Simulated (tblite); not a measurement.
# C6H14BF2N: the cost of one run

Programs: tblite 0.8.0 and PySCF 2.14.0, with density-fitted response routines of our own. Each step states its level of theory. These are calculated values for one molecule in the gas phase, unless marked as measured. Atoms count from 0, in the outputs and in this text.

**1. The starting structure**

24 atoms, charge 0, multiplicity 1; geometry from: force field or distance geometry start.

Bonds of the start (Å): C0–C1 1.34, C1–B2 1.61, B2–N3 1.53, B2–C4 1.64, C4–C5 1.53, C4–C6 1.54, C1–C7 1.52, C7–F8 1.38, C7–F9 1.38, C0–H10 1.08, C0–H11 1.09, B2–H12 1.20, N3–H13 1.05, N3–H14 1.05, N3–H15 1.03, C4–H16 1.11, C5–H17 1.11, C5–H18 1.11, C5–H19 1.10, C6–H20 1.11, C6–H21 1.11, C6–H22 1.13, C7–H23 1.11.

**2. Relaxing the molecule with GFN2-xTB**

Job settings and geometry (Å):

```
{"job": {"kind": "relax", "xc": "GFN2-xTB", "basis": "xTB"}, "charge": 0, "multiplicity": 1}
C      1.773000     0.226000    -1.487500
C      1.371500     0.502900    -0.239400
B      0.247200    -0.389900     0.478400
N      0.683100    -1.857100     0.519400
C     -1.198300    -0.227400    -0.288400
C     -2.292200    -1.084600     0.359500
C     -1.645000     1.246300    -0.333100
C      2.027400     1.642300     0.523600
F      3.385400     1.406700     0.638700
F      1.810100     2.821900    -0.158400
H      2.531800     0.821400    -1.970600
H      1.318900    -0.588700    -2.051200
H      0.084300    -0.005700     1.607900
H      0.137900    -2.375200     1.252600
H      1.691600    -1.915400     0.788800
H      0.538900    -2.324600    -0.386900
H     -1.075900    -0.569700    -1.341700
H     -2.408400    -0.822800     1.434600
H     -2.040200    -2.159900     0.286300
H     -3.254600    -0.928100    -0.146200
H     -0.916900     1.871900    -0.881700
H     -2.623700     1.336800    -0.849000
H     -1.747100     1.654400     0.713600
H      1.589500     1.738400     1.538300
```

On the command line:

```bash
OMP_NUM_THREADS=1 python probes_run.py task.json out
```

This one command runs all jobs of the session in turn.

Q: Estimate the wall time of this first job on 1 thread of Arm Neoverse V1, shared host.

About 1.9 s.
